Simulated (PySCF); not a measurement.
**Sn(SH)4: geometry, NMR shifts and electronic excitations**

Wanted: the NMR shifts and electronic excitations of Sn(SH)4 (`[SH][Sn]([SH])([SH])[SH]`), by calculation.

Computed with PySCF 2.14.0, with density-fitted response routines of our own, on a single molecule in the gas phase. Atoms count from 0, in the outputs and in this text.

**1. The starting structure**

9 atoms, charge 0, multiplicity 1; geometry from: GFN2-xTB. The atoms were then displaced at random by about 0.03 Å, so the start is not that level's minimum.

Bonds of the start (Å): Sn0–S1 2.44, Sn0–S3 2.50, Sn0–S5 2.57, Sn0–S7 2.39, S1–H2 1.32, S3–H4 1.33, S5–H6 1.33, S7–H8 1.41.

**2. Geometry optimisation at PBE0-D3(BJ)/def2-SVP**

What the job is given:

```
{"job": {"xc": "PBE0", "basis": "def2-SVP", "d3": "d3bj", "grid": 1, "maxiter": 40, "shake": 0.03, "kind": "geom"}, "charge": 0, "multiplicity": 1}
Sn     0.066050    -0.074010     0.020960
S     -0.111570    -0.028320     2.453200
H      0.151850     1.259490     2.574410
S      2.407740     0.047170    -0.844500
H      2.521980    -1.269800    -0.664800
S     -1.147750     2.047080    -0.769620
H     -0.657690     1.963620    -2.005600
S     -1.003840    -2.031630    -0.840680
H     -2.094030    -1.983050     0.050970
```

On the command line:

```console
OMP_NUM_THREADS=1 python probes_run.py task.json out
```

The driver reads the jobs from task.json and runs them one after another.

Log:

```text
step   0  E = -1808.53555526  max force = 0.032243
step   1  E = -1808.54501197  max force = 0.005113
step   2  E = -1808.54543382  max force = 0.002721
step   3  E = -1808.54555062  max force = 0.000797
step   4  E = -1808.54560478  max force = 0.000941
step   5  E = -1808.54561811  max force = 0.000752
step   6  E = -1808.54562131  max force = 0.000425
optimisation converged
```

Run time: 2 min. Hardware: 1 thread of AMD EPYC, shared host; peak memory 0.48 GiB.

Along the way:

```
step  energy from step 0 (eV)  largest force component (eV/Å)
   0                   0.0000                          1.6580
   1                  -0.2573                          0.2629
   2                  -0.2688                          0.1399
   3                  -0.2720                          0.0410
   4                  -0.2735                          0.0484
   5                  -0.2738                          0.0387
   6                  -0.2739                          0.0219
```

Close pairs (by a distance rule), those that changed most:

```
  bond  before (Å)  after (Å)  change (Å)
Sn0–S5       2.569      2.411      -0.157
Sn0–S3       2.499      2.409      -0.090
 S7–H8       1.409      1.352      -0.057
 S1–H2       1.320      1.353      +0.033
Sn0–S1       2.439      2.410      -0.029
 S5–H6       1.332      1.353      +0.020
Sn0–S7       2.392      2.410      +0.019
 S3–H4       1.334      1.353      +0.019
```

The end geometry stands in the next job.

```
                         at the end point                value
rotational constants (GHz, main isotopes)  1.025, 1.017, 0.903
                        dipole moment (D)                 0.07
```

**3. NMR shieldings: PBE0/def2-TZVP+pcSseg-1**

What the job is given:

```
{"job": {"kind": "nmr", "xc": "PBE0", "basis": {"default": "pcSseg-1", "Sn": "def2-TZVP"}}, "charge": 0, "multiplicity": 1}
Sn     0.003402     0.010173    -0.004759
S     -0.204264    -0.103926     2.393269
H      0.131436     1.196811     2.552127
S      2.251984     0.030339    -0.868960
H      2.401040    -1.297923    -0.661335
S     -0.995593     2.096214    -0.685893
H     -0.476930     2.004201    -1.931798
S     -0.985543    -2.014587    -0.860227
H     -1.992792    -1.990752     0.041917
```

Method: GIAO PBE0/pcSseg-1 Sn:def2-TZVP NMR shielding, scalar relativity only through core potentials, gas phase.

Log:

```text
coarse grid: 43184 points
cycle   1  E = -1806.8344516032  dE = -3.446e+01  |g| = 3.113e+00  |ddm| = 3.080e+01
cycle   2  E = -1771.9794607523  dE =  3.485e+01  |g| = 9.953e+00  |ddm| = 1.913e+01
cycle   3  E = -1808.9302262369  dE = -3.695e+01  |g| = 4.321e-01  |ddm| = 1.763e+01
cycle   4  E = -1808.9344207500  dE = -4.195e-03  |g| = 3.838e-01  |ddm| = 1.168e+00
cycle   5  E = -1808.9780884529  dE = -4.367e-02  |g| = 2.312e-02  |ddm| = 5.833e-01
cycle   6  E = -1808.9782097405  dE = -1.213e-04  |g| = 6.685e-03  |ddm| = 3.163e-02
cycle   7  E = -1808.9782195044  dE = -9.764e-06  |g| = 1.806e-03  |ddm| = 1.020e-02
final grid: 82520 points
cycle   8  E = -1808.9782441814  dE =  1.465e-07  |g| = 1.989e-03  |ddm| = 4.549e-03
cycle   9  E = -1808.9782436001  dE =  5.813e-07  |g| = 2.451e-03  |ddm| = 5.647e-03
cycle  10  E = -1808.9782451423  dE = -1.542e-06  |g| = 2.154e-04  |ddm| = 3.324e-03
cycle  11  E = -1808.9782451573  dE = -1.500e-08  |g| = 2.605e-05  |ddm| = 3.494e-04
cycle  12  E = -1808.9782451574  dE = -1.610e-10  |g| = 4.864e-06  |ddm| = 3.874e-05
converged SCF energy = -1808.9782451574

GIAO shielding tensors (ppm)
atom      isotropic    diamagn.    paramagn.     s11        s22        s33       span
  0 Sn         nan         nan         nan        nan        nan        nan        nan
  1 S      629.723    1057.475    -427.752    506.676    607.747    774.745    268.068
  2 H       29.925      29.306       0.620     21.346     27.319     41.111     19.765
  3 S      625.619    1057.469    -431.850    503.436    599.337    774.083    270.647
  4 H       29.927      29.342       0.585     21.328     27.501     40.952     19.624
  5 S      627.485    1057.408    -429.923    503.775    605.048    773.632    269.857
  6 H       29.924      29.289       0.636     21.355     27.378     41.039     19.685
  7 S      629.607    1057.492    -427.885    505.004    606.913    776.905    271.901
  8 H       29.916      29.359       0.557     21.297     27.344     41.106     19.809
```

It took 55 s on 1 thread of AMD EPYC, shared host; peak memory 1.1 GiB.

Shifts follow as δ = σ(reference) − σ, with reference shieldings (ppm) from runs at the same level and on the same kind of geometry: 1H TMS 31.27, 33S CS2 496. The references are single molecules in the gas phase. Atoms listed in one row are averaged.

```
         atoms                        environment  σ (ppm)  δ (ppm)
H2, H4, H6, H8  hydrogen on a sulfur bonded to Sn    29.92     1.34
S1, S3, S5, S7             sulfur bonded to Sn, H      628     -132
```

Atoms past Kr carry core potentials, so their printed shieldings have no meaning and are left out of the table.

The run also stored atomic charges by several schemes (e):

```
         atoms  Mulliken  ESP fit
           Sn0      0.18     0.15
S1, S3, S5, S7     -0.21    -0.28
```

Mayer bond orders: Sn0–S1 1.12, Sn0–S3 1.12, Sn0–S5 1.12, Sn0–S7 1.12.

With diffuse functions Mulliken charges and Mayer bond orders lose their meaning; the other schemes are steadier.

Orbitals, density, ELF and potential are computed afterwards from the orbital file.

Frontier orbitals at PBE0/def2-TZVP+pcSseg-1, with the share of their density that lies nearest to each atom:

```
orbital  energy (eV)                              lies on
   HOMO        -7.74               S1, S3 about 43 % each
   LUMO        -2.22  Sn0 29 %; 4 S atoms about 16 % each
```

ELF in a plane through or near 4 of the atoms.

Ten even steps from '0' (0.00) to '9' (1.00):
```
0000000000000000000000000000
0000000000000000000000000000
0000000000000000000000000000
0000000000000000000000000000
0000000000000000000000000000
0000011221000000001453100000
0001356776430000028999720000
0013688888762100049999830000
0024788253884211347998521000
0024676581685223665226653100
0001357876653224883655885200
0000258998421113788348985200
0000269998300000356788752100
0000037882000000012444320000
0000000000000000000000000000
0000000000000000000000000000
0000000000000000000000000000
0000000000000000000000000000
0000000000000000000000000000
0000000000000000000000000000
```
The map spans 9.5 Å across and 9.7 Å up, centred on the molecule. Atoms in the plane (x, y in Å): S5 (2.1, -0.2), H6 (2.1, 1.1), S7 (-2.0, 0.4), H8 (-2.1, -0.9).

log10 of the density (e/Å³) in the same plane.

Ten even steps from '0' (-4.0) to '9' (1.6):
```
0000000000000000000000000000
0000000000000000000000000000
0000000000000000000000000000
0000000000000000000000000000
0000122222221111111221110000
0012233333332222223333221000
1123445555444333345555432100
1133456666654444455776543210
1234566897665555566776553321
1234566897765555667776654321
1233556776665555667997654321
0123456776554455566776654321
0012345665444444455665543311
0011234444333333444444433210
0000112222222322222332221000
0000000111222222111111100000
0000000000111111000000000000
0000000000000000000000000000
0000000000000000000000000000
0000000000000000000000000000
```
The map spans 9.5 Å across and 9.7 Å up, centred on the molecule. Atoms in the plane (x, y in Å): S5 (2.1, -0.2), H6 (2.1, 1.1), S7 (-2.0, 0.4), H8 (-2.1, -0.9).

On the surface of density 0.002 e/bohr³ the electrostatic potential runs, from the 1st to the 99th percentile, from -0.64 V near S3 to 1.54 V near H2.

**4. TDDFT and polarisability: wB97X-D/def2-SVPD**

The job, as its differences from that of step 3:

```diff
@@ -1,2 +1,2 @@
-{"job": {"kind": "nmr", "xc": "PBE0", "basis": {"default": "pcSseg-1", "Sn": "def2-TZVP"}}, "charge": 0, "multiplicity": 1}
+{"job": {"kind": "uv", "xc": "wB97X-D", "basis": "def2-SVPD", "ip": true, "nstates": 10}, "charge": 0, "multiplicity": 1}
 Sn     0.003402     0.010173    -0.004759
```

With the program's defaults for keys left out, this is: TDDFT wB97X-D/def2-SVPD, vertical, gas phase, core orbitals frozen in the response.

Log:

```text
coarse grid: 43184 points
cycle   1  E = -1807.3290779320  dE = -2.138e+01  |g| = 2.743e+00  |ddm| = 8.995e+00
cycle   2  E = -1807.0932050504  dE =  2.359e-01  |g| = 3.055e+00  |ddm| = 7.986e+00
cycle   3  E = -1809.1624610139  dE = -2.069e+00  |g| = 9.890e-02  |ddm| = 3.088e+00
cycle   4  E = -1809.1677208542  dE = -5.260e-03  |g| = 2.327e-02  |ddm| = 2.333e-01
cycle   5  E = -1809.1680621938  dE = -3.413e-04  |g| = 7.688e-03  |ddm| = 6.633e-02
cycle   6  E = -1809.1680993290  dE = -3.714e-05  |g| = 2.206e-03  |ddm| = 2.035e-02
cycle   7  E = -1809.1681024819  dE = -3.153e-06  |g| = 5.440e-04  |ddm| = 7.034e-03
final grid: 82520 points
cycle   8  E = -1809.1653238442  dE = -6.197e-06  |g| = 1.217e-03  |ddm| = 5.929e-03
cycle   9  E = -1809.1653239787  dE = -1.345e-07  |g| = 8.486e-04  |ddm| = 3.036e-03
cycle  10  E = -1809.1653241394  dE = -1.608e-07  |g| = 1.152e-04  |ddm| = 1.376e-03
cycle  11  E = -1809.1653241450  dE = -5.580e-09  |g| = 3.210e-05  |ddm| = 2.292e-04
cycle  12  E = -1809.1653241457  dE = -7.021e-10  |g| = 7.997e-06  |ddm| = 9.041e-05
converged SCF energy = -1809.1653241457

Static polarisability (au): isotropic 129.427, principal 124.438 131.536 132.308

Singlet excitations
state   eV       nm        f      main configurations
  1   4.5494    272.5   0.01970   H->L 0.87
  2   4.5629    271.7   0.02131   H-1->L 0.87
  3   4.8001    258.3   0.01342   H-3->L 0.76, H-2->L 0.15
  4   4.8198    257.2   0.06713   H-2->L 0.73, H-3->L 0.15
  5   6.2793    197.4   0.01383   H->L+1 0.53
  6   6.2900    197.1   0.01148   H-1->L+1 0.53
  7   6.3464    195.4   0.00424   H-3->L+1 0.31, H->L+3 0.19
  8   6.3514    195.2   0.05544   H-2->L+1 0.30, H-1->L+2 0.18
  9   6.4433    192.4   0.09497   H-4->L 0.61, H->L+4 0.12, H->L+2 0.10
 10   6.4662    191.7   0.11047   H-5->L 0.62, H-1->L+4 0.11

Triplet excitations (Tamm-Dancoff, eV): 4.1482 4.1524 4.2475 4.4704
Vertical ionisation energy (delta-SCF) = 9.7944 eV
Vertical electron affinity (delta-SCF) = 0.7468 eV
```

Wall time 5.6 min (1 thread of AMD EPYC, shared host); peak memory 0.9 GiB.

Frontier orbitals and where they lie:

```
orbital     eV                       atoms
 HOMO−3  -9.97   S5 21 %, S1 21 %, S7 21 %
 HOMO−2  -9.73   S1 25 %, S5 22 %, S7 20 %
 HOMO−1  -9.63            S5 44 %, S7 44 %
   HOMO  -9.60            S3 48 %, S1 39 %
   LUMO  -0.76  Sn0 22 %, S5 19 %, S7 19 %
 LUMO+1   0.93  Sn0 26 %, S1 13 %, S5 13 %
 LUMO+2   1.34  Sn0 25 %, S1 24 %, S7 16 %
```

With each of the 10 states as a Gaussian band of 0.4 eV half-width at 1/e, the curve within the window shown has maxima at 261 nm (ε 4,500), 193 nm (ε 12,000) L/(mol cm). Beyond the last state computed it falls off for lack of states. The curve at chosen wavelengths:

| nm | ε (L/mol/cm) |
| --- | --- |
| 183 | 5616 |
| 188 | 9757 |
| 193 | 11503 |
| 199 | 9109 |
| 204 | 5542 |
| 209 | 2678 |
| 214 | 1071 |
| 219 | 397 |
| 225 | 255 |
| 230 | 476 |
| 235 | 973 |
| 240 | 1725 |
| 245 | 2632 |
| 251 | 3666 |
| 256 | 4260 |
| 261 | 4487 |
| 266 | 4339 |
| 271 | 3895 |
| 277 | 3142 |
| 282 | 2467 |
| 287 | 1842 |
| 292 | 1314 |
| 297 | 899 |
| 303 | 542 |
| 308 | 343 |
| 313 | 210 |

Leading natural transition orbitals of singlet state 10: the hole lies on S5, S7 about 34 % each; Sn0 14 %; the particle on Sn0 29 %; 4 S atoms about 15 % each.

Leading natural transition orbitals of singlet state 1: the hole lies on S1, S3 about 39 % each; the particle on Sn0 29 %; S1, S3 about 17 % each; S5, S7 about 14 % each.

Further results of this job:

```
           property  computed
  dipole moment (D)      0.07
polarisability (Å³)     19.18
 HOMO–LUMO gap (eV)      8.83
      −ε(HOMO) (eV)      9.60
```

**5. NMR shieldings: wB97X-D/def2-TZVP+pcSseg-1**

The job, as its differences from that of step 4:

```diff
@@ -1,2 +1,2 @@
-{"job": {"kind": "uv", "xc": "wB97X-D", "basis": "def2-SVPD", "ip": true, "nstates": 10}, "charge": 0, "multiplicity": 1}
+{"job": {"kind": "nmr", "xc": "wB97X-D", "basis": {"default": "pcSseg-1", "Sn": "def2-TZVP"}, "pop": false}, "charge": 0, "multiplicity": 1}
 Sn     0.003402     0.010173    -0.004759
```

Method: GIAO wB97X-D/pcSseg-1 Sn:def2-TZVP NMR shielding, scalar relativity only through core potentials, gas phase.

Log:

```text
coarse grid: 43184 points
cycle   1  E = -1808.2265151830  dE = -3.543e+01  |g| = 2.577e+00  |ddm| = 3.093e+01
cycle   2  E = -1808.0728989928  dE =  1.536e-01  |g| = 2.978e+00  |ddm| = 6.704e+00
cycle   3  E = -1809.5875306334  dE = -1.515e+00  |g| = 1.217e-01  |ddm| = 2.845e+00
cycle   4  E = -1809.5922366237  dE = -4.706e-03  |g| = 3.938e-02  |ddm| = 2.864e-01
cycle   5  E = -1809.5926570793  dE = -4.205e-04  |g| = 7.855e-03  |ddm| = 5.699e-02
cycle   6  E = -1809.5926877004  dE = -3.062e-05  |g| = 1.493e-03  |ddm| = 2.149e-02
cycle   7  E = -1809.5926897125  dE = -2.012e-06  |g| = 5.683e-04  |ddm| = 5.723e-03
final grid: 82520 points
cycle   8  E = -1809.5899893104  dE = -1.086e-05  |g| = 2.095e-03  |ddm| = 1.651e-02
cycle   9  E = -1809.5899894231  dE = -1.128e-07  |g| = 1.806e-03  |ddm| = 4.420e-03
cycle  10  E = -1809.5899899932  dE = -5.700e-07  |g| = 1.242e-04  |ddm| = 2.245e-03
cycle  11  E = -1809.5899899988  dE = -5.595e-09  |g| = 4.123e-05  |ddm| = 2.383e-04
cycle  12  E = -1809.5899899995  dE = -7.799e-10  |g| = 6.951e-06  |ddm| = 8.166e-05
converged SCF energy = -1809.5899899995

GIAO shielding tensors (ppm)
atom      isotropic    diamagn.    paramagn.     s11        s22        s33       span
  0 Sn         nan         nan         nan        nan        nan        nan        nan
  1 S      641.551    1057.768    -416.217    526.895    613.618    784.140    257.246
  2 H       30.221      29.490       0.731     21.558     27.581     41.524     19.966
  3 S      637.485    1057.767    -420.283    523.647    605.173    783.633    259.987
  4 H       30.226      29.534       0.692     21.541     27.767     41.370     19.829
  5 S      639.432    1057.697    -418.265    523.930    611.355    783.011    259.080
  6 H       30.218      29.467       0.752     21.563     27.636     41.456     19.893
  7 S      641.424    1057.787    -416.363    525.840    612.236    786.196    260.356
  8 H       30.215      29.544       0.670     21.512     27.611     41.521     20.009
```

Run time: 56 s. Hardware: 1 thread of AMD EPYC, shared host; peak memory 1.1 GiB.

In short: δ S1 -146, H2 1.16 ppm (means over like atoms).

**6. Comparing the runs: NMR shifts**

Shifts (ppm), means over like atoms, with basis size and wall time:

```
                       run    H2    S1  functions  time
   PBE0/def2-TZVP+pcSseg-1  1.34  -132        166  55 s
wB97X-D/def2-TZVP+pcSseg-1  1.16  -146        166  56 s
```

**7. What came out**

| quantity | value |
| --- | --- |
| rotational constants (main isotopes) | 1.03, 1.02, 0.90 GHz |
| 1H shifts against TMS (PBE0/def2-TZVP+pcSseg-1, means over atoms taken as alike) | 1.34 ppm |
| 33S shifts against CS2 (PBE0/def2-TZVP+pcSseg-1, means over atoms taken as alike) | -132 ppm |
| surface potential, 1st and 99th percentile | -0.64 V and 1.54 V |
| lowest singlet (wB97X-D/def2-SVPD) | 4.55 eV (273 nm), f = 0.020 |
| brightest single state of those computed | state 10, 6.47 eV, f = 0.110 |
| lowest triplet | 4.15 eV |
| vertical ionisation energy (ΔSCF) | 9.79 eV |
| vertical electron affinity (ΔSCF) | 0.75 eV |
| range of the shift of S1 | -146 to -132 ppm |

In words: The start was shaken at random, so part of the energy gained undoes that. The optimisation took 6 steps and gained 0.274 eV; among the close pairs (by a distance rule), Sn0–S5 changed most, from 2.569 to 2.411 Å. At PBE0/def2-TZVP+pcSseg-1: The largest span, 270 ppm, is at S1, S3, S5, S7, where the paramagnetic term is -429 ppm. By nearest atom (PBE0/def2-TZVP+pcSseg-1), the HOMO sits on S1, S3 about 43 % each and the LUMO on Sn0 29 %; 4 S atoms about 16 % each. The first singlet state (HOMO→LUMO 0.87) lies at 4.55 eV and is weak; of the 10 states computed, the strongest absorption comes from states 9 to 10 together at 6.47 eV (the last computed, so partners may be missing). The lowest triplet lies 0.40 eV below the lowest singlet (triplets in Tamm-Dancoff, singlets in full TDDFT). Spin-orbit coupling, left out, mixes singlets and triplets in elements this heavy. ΔSCF puts the ionisation energy at 9.79 eV, 0.20 eV above −ε(HOMO). In ppm, S1 (with its like atoms) moves most: its shift spreads over 14 ppm, from -146 (wB97X-D/def2-TZVP+pcSseg-1) to -132 (PBE0/def2-TZVP+pcSseg-1). Spin-orbit coupling is left out, which matters for shieldings and couplings at and beside the heavy atoms.
